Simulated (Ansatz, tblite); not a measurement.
# [InF6]3-: one state, many levels

How do method and basis change the picture of [InF6]3- (singlet)?

Computed with Ansatz 0.2.0, Gaussian basis. Level: as each input shows.

The runs, in order: GFN1-xTB, GFN2-xTB, PBE-D4/def2-TZVPD, r2SCAN-D4/def2-TZVPD, B97M-V/def2-TZVPD, LDA/def2-TZVPD, revPBE-D4/def2-TZVPD, PBE-D4/def2-SVPD, PBE0-D4/def2-SVPD, CCSD(T)/def2-SVPD, MP2/def2-TZVPD, RPA/def2-TZVPD.

3 further runs of the same task are left out: 3 set aside as unsound or not needed.

## Step 1: The geometry

The geometry is that of the singlet, from an earlier relaxation (PBE-D4/def2-SVPD).

7 atoms, charge -3, spin multiplicity 1.

Bond lengths: In1–F2 2.202 Å, In1–F3 2.202 Å, In1–F4 2.202 Å, In1–F5 2.202 Å, In1–F6 2.202 Å, In1–F7 2.202 Å. Angles: F2–In1–F3 180.0°, F2–In1–F4 90.0°, F2–In1–F5 90.0°, F2–In1–F6 90.0°, F2–In1–F7 90.0°, F3–In1–F4 90.0°, F3–In1–F5 90.0°, F3–In1–F6 90.0°, F3–In1–F7 90.0°, F4–In1–F5 180.0°, F4–In1–F6 90.0°, F4–In1–F7 90.0°, F5–In1–F6 90.0°, F5–In1–F7 90.0°, F6–In1–F7 180.0°.

In takes a core potential in the def2 sets. No spin-orbit coupling is included. The ion is computed in the gas phase, without counter-ions or solvent.

PBE0-D4/def2-TZVPD was run before; its log isn't repeated, and its numbers join the tables.

## Step 2: GFN1-xTB

Tight binding, by tblite at 300 K electronic temperature and without a spin-polarisation term:

```python
tblite.interface.Calculator('GFN1-xTB', numbers, positions, charge=-3, uhf=0).singlepoint()
```

Energy -891.9287 eV, HOMO 2.22 eV, LUMO 5.52 eV; 0.012 s.

## Step 3: GFN2-xTB

Tight binding, by tblite at 300 K electronic temperature and without a spin-polarisation term:

```python
tblite.interface.Calculator('GFN2-xTB', numbers, positions, charge=-3, uhf=0).singlepoint()
```

Energy -820.8693 eV, HOMO 2.52 eV, LUMO 6.38 eV; 0.009 s.

## Step 4: PBE-D4/def2-TZVPD

start.molden holds the orbitals of an earlier run on this state, given as this run's starting guess.

in.yaml reads:

```yaml
crystal:
  periodic: [false, false, false]
  atoms:
    - {symbol: In, position_ang: [0.000023, -0.000186, 0.000016]}
    - {symbol: F, position_ang: [-0.020300, -0.010641, 2.201843]}
    - {symbol: F, position_ang: [0.020263, 0.010970, -2.201792]}
    - {symbol: F, position_ang: [2.201667, 0.006037, 0.020349]}
    - {symbol: F, position_ang: [-2.201610, -0.005842, -0.020394]}
    - {symbol: F, position_ang: [-0.006352, 2.201735, 0.010677]}
    - {symbol: F, position_ang: [0.006309, -2.202073, -0.010699]}
basis:
  gaussian: {orbitals: def2-TZVPD, initial_orbitals: start.molden}
total_charge: -3
hamiltonian: {xc: pbe, dispersion: d4}
scf: {omitted_lower_state_checks: [starts]}
output: {orbitals: {seedname: orbitals}}
```

Run with:

```console
ansatz run in.yaml --threads 4 --pin off --events-out ev --progress --plain --max-ram 4787MiB
```

The runs that follow: r2SCAN-D4/def2-TZVPD; B97M-V/def2-TZVPD; LDA/def2-TZVPD; revPBE-D4/def2-TZVPD; PBE-D4/def2-SVPD; PBE0-D4/def2-SVPD; CCSD(T)/def2-SVPD; MP2/def2-TZVPD; RPA/def2-TZVPD.

Q: Predict the results of all the runs planned. Wanted: gap in def2-TZVPD, named functionals, smallest and largest; correlation energy, CCSD(T)/def2-SVPD; correlation energy, MP2/def2-TZVPD; PBE0 total energy, smallest basis above largest.

As calculated:

```
                                                  quantity                                   value
gap in def2-TZVPD, named functionals, smallest and largest  3.15 eV (revPBE-D4), 5.60 eV (PBE0-D4)
                     correlation energy, CCSD(T)/def2-SVPD                               -38.36 eV
                        correlation energy, MP2/def2-TZVPD                               -51.62 eV
           PBE0 total energy, smallest basis above largest        18.81 eV (def2-SVPD, def2-TZVPD)
```

What this shows: Over the named functionals in def2-TZVPD the gap runs from 3.15 eV (revPBE-D4) to 5.60 eV (PBE0-D4); exact exchange widens it. LDA, PBE-D4, revPBE-D4, r2SCAN-D4, B97M-V put the HOMO above zero: the outermost electron is held by the basis alone.
